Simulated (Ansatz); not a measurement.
## Ge, space group Fmmm: a band structure

Run with Ansatz's Python interface.

Input file `ge.xyz`:
```text
4
Lattice="0.0 2.88574 5.115665 2.630497 0.0 5.115665 2.630497 2.88574 0.0" Properties=species:S:1:pos:R:3 pbc="T T T"
Ge    2.63049700    2.88574000    7.99953929
Ge    2.63049700    2.88574000    2.23179071
Ge    2.63049700    1.57855749    5.11566500
Ge    2.63049700    4.19292251    5.11566500
```

The script, `bands_ge.py`:
```python
"""Bands of Ge along a path through the zone."""

from collections import Counter
import sys
import warnings

import ansatz
import numpy as np

XC = "r2scan"
MESH = (6, 6, 6)
SMEARING = "Marzari-Vanderbilt"
SIGMA = 0.1
EXTRA_BANDS = 6

warnings.simplefilter("ignore", ansatz.DeckWarning)

system = ansatz.Crystal.from_extxyz("ge.xyz")

# high-symmetry points in fractions of the reciprocal vectors
path = [
    ("G", (0.0, 0.0, 0.0)),
    ("Y", (0.5, 0.0, 0.5)),
    ("C_0", (0.5, 0.10837, 0.60837)),
]
model = (
    system.calculation()
    .functional(XC)
    .pseudopotentials("paw")
    .kpoints(mesh=MESH)
    .occupations(SMEARING, width=SIGMA)
    .band_structure([point for _, point in path], intervals=10)
    .scf(extra_bands=EXTRA_BANDS)
)
try:
    res = model.run(threads=1)
except ansatz.NonConvergedError as error:
    sys.exit(f"no convergence: {error}")
except ansatz.RefusalError as error:
    sys.exit(f"input refused: {error}")
r = res.report

print(f"free energy      {r['free_energy_ev']:.5f} eV")
print(f"per atom         {r['free_energy_ev'] / len(res.lattice.sites):.5f} eV")
print(f"SCF iterations   {r['n_iterations']}  (converged: {r['converged']})")

told = Counter((n["data"]["severity"], n["data"]["kind"]) for n in res.notices if n["event"] == "notice")
for (severity, kind), count in sorted(told.items()):
    print(f"{severity:8s} {kind} x{count}")

bands = res.band_structure()
fermi = bands.fermi_energy_ev
print(f"zero of the bands: {fermi:.3f} eV, the Fermi level found on the SCF mesh")
for spin, channel in enumerate(bands.channels):
    levels = channel.eigenvalues_ev - fermi
    crossing = [b for b in range(levels.shape[1]) if levels[:, b].min() < 0 < levels[:, b].max()]
    print(f"channel {spin}: bands that cross the Fermi level on this path:", [b + 1 for b in crossing] or "none")
    shown = crossing or sorted(np.argsort(np.abs(levels).min(axis=0))[:2])
    for k, row in zip(bands.kpoints_frac, levels[:, shown]):
        print(f"{k[0]:7.3f} {k[1]:7.3f} {k[2]:7.3f}  ", " ".join(f"{e:8.3f}" for e in row))
```

```console
$ python bands_ge.py
free energy      -17210.11426 eV
per atom         -4302.52857 eV
SCF iterations   7  (converged: True)
audit    band_cg_iterations x1
audit    preconditioner_resolved x2
zero of the bands: 10.473 eV, the Fermi level found on the SCF mesh
channel 0: bands that cross the Fermi level on this path: [29, 30]
  0.000   0.000   0.000     -1.819    3.253
  0.050   0.000   0.050     -1.504    3.444
  0.100   0.000   0.100     -0.524    2.147
  0.150   0.000   0.150      0.564    0.941
  0.200   0.000   0.200      1.406    1.697
  0.250   0.000   0.250      2.334    2.625
  0.300   0.000   0.300      1.078    2.844
  0.350   0.000   0.350     -0.118    1.916
  0.400   0.000   0.400     -1.216    0.868
  0.450   0.000   0.450     -2.023   -0.135
  0.500   0.000   0.500     -1.362   -0.877
  0.500   0.011   0.511     -1.360   -0.874
  0.500   0.022   0.522     -1.352   -0.864
  0.500   0.033   0.533     -1.340   -0.848
  0.500   0.043   0.543     -1.323   -0.825
  0.500   0.054   0.554     -1.301   -0.796
  0.500   0.065   0.565     -1.274   -0.759
  0.500   0.076   0.576     -1.242   -0.715
  0.500   0.087   0.587     -1.206   -0.664
  0.500   0.098   0.598     -1.164   -0.604
  0.500   0.108   0.608     -1.119   -0.534
```

What to keep in mind:
- Total energies depend on the potentials; only differences at equal settings carry meaning.
- The computed bands are complete only to about 4.4 eV above the Fermi level.
- The mesh is modest for a metal, so energies can be off by several to tens of meV an atom and pressures by half a GPa or more; differences at equal mesh fare better.
- This isn't the structure that Ge takes at ambient conditions.
- Levels are Kohn-Sham eigenvalues on this mesh, without spin-orbit coupling.
- It ran for 33 s on 1 thread of Arm Neoverse N1 (shared host), peak memory 0.64 GiB.
